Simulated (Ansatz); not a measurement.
Born–Oppenheimer molecular dynamics of a periodic cell of 20 atoms, KMg3AlGe3O10F2 (host KMg3AlGe3O10F2, host structure P1). It goes on from the last frame of an earlier run, with new velocities.

These are results of DFT r2SCAN, scalar-relativistic, plane waves, PAW (Ansatz 0.2.0), not measurements. Settings: accuracy low, cutoff 500 eV, k mesh 2x2x1, fermi-dirac smearing 0.05 eV, no spin polarisation.

| Quantity | Value |
| --- | --- |
| ensemble | NVT, Nosé–Hoover chain |
| time step | 1 fs |
| steps asked | 150 |
| set temperature | 1440 K |
| thermostat | time constant 100 fs, chain length 1 |
| seed | 16355 |

Frames 5 fs apart, positions in Å, forces in eV/Å.

Velocities at 50 fs (Å/ps):

```
K 6.22 -1.90 2.75
Mg 7.47 0.03 -4.34
Mg -0.27 -3.19 -0.72
Mg -5.32 -6.31 -9.21
Al -1.32 13.93 4.03
Ge -1.16 -1.20 -1.16
Ge -4.62 -3.93 1.16
Ge 2.49 2.28 0.66
O -9.32 13.03 -0.82
O -5.56 -6.43 17.89
O -6.17 -5.83 0.63
O 15.90 10.46 12.70
O 3.58 -5.09 -6.78
O 2.59 6.12 3.09
O 5.77 -12.46 -8.99
O 5.95 2.27 0.24
O -6.02 -0.81 -4.70
O -11.49 9.48 -9.74
F -7.04 -3.44 1.62
F 10.31 1.52 -0.22
```

```xyz
20
Lattice="5.5750 0.0000 0.0000 2.7866 4.8299 0.0000 0.8968 1.6054 10.7318" Properties=species:S:1:pos:R:3:forces:R:3 time_fs=50 energy_less_start_eV=0.851 T=1135
K 2.461 3.936 10.793 0.02 0.02 -0.40
Mg 5.863 3.931 5.095 0.34 1.20 1.44
Mg 3.254 2.507 5.419 -0.24 -1.19 0.40
Mg 0.492 0.863 5.611 -0.52 0.34 -0.48
Al 5.043 5.764 8.075 2.42 -1.56 -0.26
Ge 5.053 2.569 8.228 -1.15 -0.75 -0.47
Ge 4.093 1.093 2.690 -0.71 0.55 -4.78
Ge 4.123 4.281 2.675 -1.81 2.41 -2.49
O 3.380 2.158 8.697 0.73 -0.95 -0.16
O 5.185 4.096 8.968 0.93 2.12 -0.52
O 5.648 4.759 2.007 0.54 0.67 -0.32
O 3.648 2.729 2.170 -0.77 -1.38 -1.96
O 5.125 5.653 6.258 0.01 0.26 1.08
O 5.023 2.548 6.438 0.66 -0.11 -0.95
O 4.044 0.942 4.272 -0.12 -0.80 5.52
O 3.918 4.058 4.306 1.14 0.91 1.89
O 3.533 6.236 8.532 -2.92 0.96 1.04
O 0.059 0.857 2.003 2.83 -2.58 -0.40
F 2.448 4.064 6.176 -1.44 -0.12 0.61
F 6.693 2.514 4.039 0.04 0.01 1.20
20
Lattice="5.5750 0.0000 0.0000 2.7866 4.8299 0.0000 0.8968 1.6054 10.7318" Properties=species:S:1:pos:R:3:forces:R:3 time_fs=55 energy_less_start_eV=1.349 T=939
K 2.492 3.927 10.806 0.00 0.06 -0.48
Mg 5.902 3.937 5.081 0.22 1.11 1.76
Mg 3.251 2.486 5.418 -0.19 -0.86 0.46
Mg 0.464 0.833 5.563 -0.09 0.34 -0.06
Al 5.047 5.825 8.093 1.33 -2.43 -0.61
Ge 5.045 2.562 8.222 -1.70 0.98 0.08
Ge 4.069 1.075 2.687 -0.35 1.00 -4.70
Ge 4.132 4.297 2.675 -2.61 3.18 -1.27
O 3.340 2.216 8.692 1.07 -0.87 -0.16
O 5.165 4.080 9.053 0.92 1.93 -1.17
O 5.624 4.737 2.007 1.69 1.41 -0.71
O 3.720 2.765 2.217 -1.50 -3.40 -2.36
O 5.143 5.630 6.234 -0.29 0.64 1.69
O 5.041 2.577 6.445 0.37 -0.35 -1.35
O 4.072 0.873 4.272 0.04 -0.56 5.01
O 3.955 4.077 4.322 0.86 0.91 1.58
O 3.483 6.237 8.516 -1.48 -0.04 1.03
O 0.023 0.884 1.952 2.83 -2.71 -0.11
F 2.405 4.046 6.188 -1.17 -0.17 0.31
F 6.745 2.522 4.045 0.04 -0.13 1.04
20
Lattice="5.5750 0.0000 0.0000 2.7866 4.8299 0.0000 0.8968 1.6054 10.7318" Properties=species:S:1:pos:R:3:forces:R:3 time_fs=60 energy_less_start_eV=1.114 T=1043
K 2.523 3.918 10.815 -0.01 0.12 -0.61
Mg 5.943 3.954 5.085 0.10 0.77 2.12
Mg 3.247 2.456 5.420 -0.17 -0.45 0.61
Mg 0.434 0.807 5.514 0.16 0.40 0.48
Al 5.062 5.865 8.107 -0.54 -2.83 -0.66
Ge 5.031 2.559 8.216 -2.16 2.89 0.19
Ge 4.044 1.060 2.670 1.02 0.51 -1.08
Ge 4.133 4.323 2.671 -3.26 2.30 -0.08
O 3.316 2.262 8.684 1.17 -0.64 -0.04
O 5.157 4.093 9.119 0.82 1.26 -1.79
O 5.624 4.735 1.996 1.78 1.41 -0.86
O 3.770 2.754 2.230 -1.46 -2.71 -1.94
O 5.156 5.617 6.235 -0.56 0.91 2.06
O 5.064 2.601 6.432 0.06 -0.49 -1.14
O 4.101 0.797 4.342 0.23 0.43 0.29
O 4.006 4.109 4.360 0.58 0.68 -0.09
O 3.411 6.237 8.516 0.97 -1.37 1.00
O 0.029 0.871 1.899 1.97 -2.68 0.69
F 2.346 4.026 6.203 -0.75 -0.24 0.04
F 6.797 2.527 4.065 0.06 -0.27 0.79
20
Lattice="5.5750 0.0000 0.0000 2.7866 4.8299 0.0000 0.8968 1.6054 10.7318" Properties=species:S:1:pos:R:3:forces:R:3 time_fs=65 energy_less_start_eV=0.945 T=1123
K 2.554 3.909 10.821 -0.01 0.19 -0.73
Mg 5.985 3.978 5.109 -0.13 0.14 2.39
Mg 3.241 2.421 5.430 -0.15 -0.09 0.71
Mg 0.406 0.784 5.471 0.32 0.57 1.10
Al 5.072 5.880 8.114 -1.53 -2.85 -0.43
Ge 5.011 2.565 8.210 -1.60 3.61 0.03
Ge 4.022 1.046 2.648 2.70 -0.15 1.38
Ge 4.123 4.357 2.666 -2.92 0.59 0.10
O 3.308 2.297 8.676 0.82 -0.63 0.03
O 5.162 4.125 9.160 0.70 0.68 -2.23
O 5.649 4.754 1.973 0.39 0.53 -0.72
O 3.799 2.704 2.214 -1.04 -0.02 -1.23
O 5.160 5.617 6.266 -0.67 0.95 1.98
O 5.088 2.618 6.403 -0.24 -0.61 -0.46
O 4.134 0.727 4.419 0.27 1.56 -2.96
O 4.066 4.151 4.397 0.25 0.27 -1.71
O 3.352 6.218 8.531 1.93 -1.59 0.89
O 0.066 0.818 1.857 1.06 -2.48 1.45
F 2.277 4.002 6.219 -0.21 -0.28 -0.14
F 6.851 2.530 4.095 0.08 -0.38 0.55
20
Lattice="5.5750 0.0000 0.0000 2.7866 4.8299 0.0000 0.8968 1.6054 10.7318" Properties=species:S:1:pos:R:3:forces:R:3 time_fs=70 energy_less_start_eV=0.772 T=1207
K 2.586 3.902 10.822 -0.02 0.24 -0.78
Mg 6.027 4.004 5.157 -0.51 -0.46 2.31
Mg 3.233 2.385 5.446 -0.16 0.18 0.68
Mg 0.381 0.767 5.437 0.56 0.75 1.59
Al 5.070 5.870 8.118 -1.62 -2.32 0.30
Ge 4.985 2.583 8.205 0.15 2.75 0.01
Ge 4.009 1.032 2.631 3.91 -0.43 2.44
Ge 4.103 4.393 2.661 -1.62 -0.81 -0.12
O 3.312 2.323 8.668 0.05 -0.91 0.01
O 5.178 4.167 9.167 0.58 0.17 -2.43
O 5.680 4.780 1.939 -1.32 -0.61 -0.60
O 3.812 2.652 2.179 -0.67 2.05 -0.75
O 5.155 5.631 6.327 -0.56 0.68 1.17
O 5.108 2.625 6.366 -0.54 -0.73 0.30
O 4.170 0.680 4.454 0.11 2.28 -4.14
O 4.130 4.197 4.410 -0.09 -0.06 -2.35
O 3.319 6.177 8.559 1.17 -0.41 0.48
O 0.118 0.727 1.835 0.07 -1.72 1.66
F 2.205 3.975 6.234 0.39 -0.22 -0.19
F 6.906 2.527 4.131 0.10 -0.43 0.40
20
Lattice="5.5750 0.0000 0.0000 2.7866 4.8299 0.0000 0.8968 1.6054 10.7318" Properties=species:S:1:pos:R:3:forces:R:3 time_fs=75 energy_less_start_eV=0.502 T=1332
K 2.618 3.896 10.819 -0.04 0.27 -0.75
Mg 6.063 4.026 5.228 -0.96 -0.54 1.62
Mg 3.224 2.351 5.469 -0.21 0.37 0.53
Mg 0.361 0.757 5.419 0.88 0.82 1.75
Al 5.053 5.839 8.126 -1.32 -1.34 1.52
Ge 4.960 2.610 8.200 1.82 1.38 0.12
Ge 4.008 1.016 2.621 3.96 -0.09 2.21
Ge 4.078 4.426 2.655 0.71 -2.60 0.13
O 3.318 2.336 8.660 -0.68 -1.16 0.01
O 5.203 4.212 9.137 0.45 -0.42 -2.31
O 5.693 4.798 1.895 -1.93 -1.01 -0.38
O 3.816 2.629 2.133 -0.34 2.19 -0.29
O 5.142 5.656 6.405 -0.30 0.17 -0.48
O 5.121 2.622 6.334 -0.80 -0.80 0.86
O 4.208 0.666 4.429 -0.27 2.17 -3.75
O 4.193 4.243 4.388 -0.36 -0.15 -1.81
O 3.304 6.130 8.595 0.07 1.00 0.01
O 0.170 0.611 1.837 -1.86 0.19 0.74
F 2.138 3.945 6.246 1.08 0.00 -0.06
F 6.963 2.519 4.174 0.11 -0.45 0.34
20
Lattice="5.5750 0.0000 0.0000 2.7866 4.8299 0.0000 0.8968 1.6054 10.7318" Properties=species:S:1:pos:R:3:forces:R:3 time_fs=80 energy_less_start_eV=0.536 T=1335
K 2.649 3.892 10.811 -0.06 0.28 -0.63
Mg 6.090 4.043 5.315 -1.62 -0.20 0.32
Mg 3.212 2.320 5.497 -0.29 0.51 0.25
Mg 0.350 0.755 5.418 1.13 0.77 1.51
Al 5.025 5.797 8.146 -1.01 0.01 2.40
Ge 4.940 2.642 8.194 2.46 0.10 0.26
Ge 4.021 1.000 2.618 2.75 0.57 0.23
Ge 4.056 4.451 2.651 4.00 -5.01 0.95
O 3.313 2.331 8.652 -0.84 -1.11 0.04
O 5.235 4.250 9.074 0.32 -1.30 -1.70
O 5.678 4.802 1.846 -1.27 -0.43 0.17
O 3.814 2.638 2.082 -0.04 0.98 0.26
O 5.124 5.683 6.476 -0.07 -0.38 -2.26
O 5.121 2.607 6.314 -0.98 -0.74 1.13
O 4.242 0.684 4.349 -0.48 1.32 -1.65
O 4.251 4.288 4.340 -0.48 -0.13 -0.21
O 3.290 6.096 8.631 -0.59 1.84 -0.29
O 0.193 0.499 1.848 -4.98 3.02 -1.40
F 2.085 3.915 6.258 1.95 0.31 0.28
F 7.021 2.506 4.221 0.08 -0.41 0.34
20
Lattice="5.5750 0.0000 0.0000 2.7866 4.8299 0.0000 0.8968 1.6054 10.7318" Properties=species:S:1:pos:R:3:forces:R:3 time_fs=85 energy_less_start_eV=0.668 T=1299
K 2.680 3.889 10.799 -0.11 0.28 -0.43
Mg 6.101 4.058 5.405 -2.41 0.12 -0.94
Mg 3.198 2.294 5.528 -0.33 0.63 -0.09
Mg 0.350 0.761 5.432 1.23 0.70 1.00
Al 4.987 5.754 8.187 -0.85 1.90 1.46
Ge 4.928 2.674 8.190 2.03 -1.25 0.33
Ge 4.042 0.986 2.615 1.08 1.26 -3.44
Ge 4.046 4.460 2.649 4.66 -5.27 -0.31
O 3.297 2.310 8.645 -0.34 -0.72 0.06
O 5.272 4.269 8.985 0.34 -2.54 -0.52
O 5.644 4.800 1.799 -0.39 0.41 0.73
O 3.811 2.661 2.035 0.11 -0.12 0.71
O 5.104 5.704 6.514 -0.07 -0.85 -2.55
O 5.107 2.580 6.311 -0.96 -0.51 1.16
O 4.271 0.721 4.246 -0.18 0.28 2.33
O 4.302 4.330 4.290 -0.44 -0.12 1.80
O 3.268 6.090 8.663 -0.73 2.08 -0.42
O 0.144 0.428 1.841 -5.37 3.48 -1.90
F 2.056 3.889 6.274 2.78 0.58 0.68
F 7.081 2.487 4.272 -0.05 -0.32 0.33
20
Lattice="5.5750 0.0000 0.0000 2.7866 4.8299 0.0000 0.8968 1.6054 10.7318" Properties=species:S:1:pos:R:3:forces:R:3 time_fs=90 energy_less_start_eV=0.500 T=1385
K 2.711 3.889 10.784 -0.17 0.27 -0.25
Mg 6.088 4.074 5.488 -2.53 0.21 -1.42
Mg 3.180 2.275 5.558 -0.23 0.75 -0.38
Mg 0.362 0.773 5.456 1.21 0.62 0.51
Al 4.941 5.729 8.241 -0.75 3.46 -0.50
Ge 4.922 2.702 8.187 0.98 -3.01 0.06
Ge 4.067 0.976 2.601 -0.74 1.83 -6.01
Ge 4.050 4.452 2.645 1.77 -3.43 -3.03
O 3.276 2.278 8.638 0.31 -0.22 0.15
O 5.314 4.250 8.887 0.52 -2.67 0.70
O 5.603 4.804 1.762 0.02 0.95 0.98
O 3.810 2.684 1.998 0.09 -0.45 0.92
O 5.083 5.713 6.517 -0.34 -1.26 -1.23
O 5.079 2.546 6.325 -0.71 -0.14 1.00
O 4.296 0.764 4.177 0.18 -0.32 5.71
O 4.347 4.372 4.265 -0.49 -0.12 2.65
O 3.235 6.114 8.689 -0.39 1.75 -0.37
O 0.019 0.406 1.808 -1.27 1.15 -0.38
F 2.062 3.870 6.298 2.81 0.79 0.72
F 7.140 2.464 4.328 -0.28 -0.18 0.19
20
Lattice="5.5750 0.0000 0.0000 2.7866 4.8299 0.0000 0.8968 1.6054 10.7318" Properties=species:S:1:pos:R:3:forces:R:3 time_fs=95 energy_less_start_eV=0.324 T=1475
K 2.741 3.889 10.768 -0.25 0.25 -0.18
Mg 6.051 4.092 5.557 -1.61 0.12 -1.20
Mg 3.160 2.262 5.585 0.08 0.78 -0.49
Mg 0.387 0.792 5.485 1.01 0.50 0.17
Al 4.888 5.732 8.291 -0.21 2.91 -1.58
Ge 4.920 2.720 8.184 -0.49 -5.25 -0.72
Ge 4.090 0.972 2.569 -3.03 2.36 -2.69
Ge 4.061 4.432 2.632 -0.19 -2.33 -2.79
O 3.259 2.242 8.634 0.66 0.18 0.33
O 5.365 4.196 8.799 0.61 0.48 1.50
O 5.562 4.822 1.740 0.20 1.19 0.86
O 3.810 2.700 1.974 0.01 -0.36 0.88
O 5.057 5.703 6.501 -0.63 -1.42 0.36
O 5.040 2.509 6.354 -0.31 0.25 0.68
O 4.324 0.803 4.187 -0.15 -0.14 4.02
O 4.384 4.411 4.277 -0.84 -0.20 1.29
O 3.196 6.164 8.710 0.33 0.89 -0.12
O -0.125 0.402 1.766 3.56 -1.16 -0.55
F 2.102 3.861 6.331 1.89 0.96 0.36
F 7.196 2.438 4.387 -0.65 0.00 -0.14
20
Lattice="5.5750 0.0000 0.0000 2.7866 4.8299 0.0000 0.8968 1.6054 10.7318" Properties=species:S:1:pos:R:3:forces:R:3 time_fs=100 energy_less_start_eV=0.680 T=1351
K 2.770 3.892 10.750 -0.33 0.24 -0.20
Mg 5.998 4.112 5.615 -0.41 -0.07 -0.85
Mg 3.141 2.257 5.607 0.49 0.60 -0.28
Mg 0.421 0.816 5.516 0.60 0.32 -0.10
Al 4.834 5.761 8.328 0.67 1.34 -2.06
Ge 4.915 2.721 8.178 -1.96 -6.25 -1.18
Ge 4.103 0.976 2.528 -4.68 2.91 2.57
Ge 4.072 4.404 2.611 -0.77 -1.69 -0.69
O 3.251 2.209 8.635 0.66 0.47 0.55
O 5.425 4.149 8.732 0.49 3.88 2.03
O 5.524 4.857 1.730 0.47 1.23 0.51
O 3.811 2.711 1.963 -0.01 -0.42 0.66
O 5.022 5.672 6.490 -0.68 -0.99 1.47
O 4.996 2.476 6.393 0.14 0.52 0.07
O 4.349 0.840 4.255 -0.69 0.09 0.18
O 4.409 4.448 4.308 -1.24 -0.48 -0.86
O 3.162 6.228 8.730 1.21 -0.37 0.33
O -0.218 0.381 1.714 6.37 -2.56 -1.55
F 2.166 3.863 6.369 0.80 1.03 0.00
F 7.244 2.413 4.444 -1.14 0.21 -0.60
```

Of the whole run (150 fs, mean temperature of the second half 1303 K): The conserved energy stayed within 0.28 meV per atom of its start (net change 0.26 meV per atom), so the integration is sound. A run of 0.15 ps of so small a system gives no equilibrium averages. Limits of this set-up: coarse k mesh, low accuracy level.

Run time: 18 min on 2 threads of Intel(R) Xeon(R) Platinum 8259CL CPU @ 2.50GHz (Skylake/Cascade Lake) (shared host), peak memory 1.2 GiB.
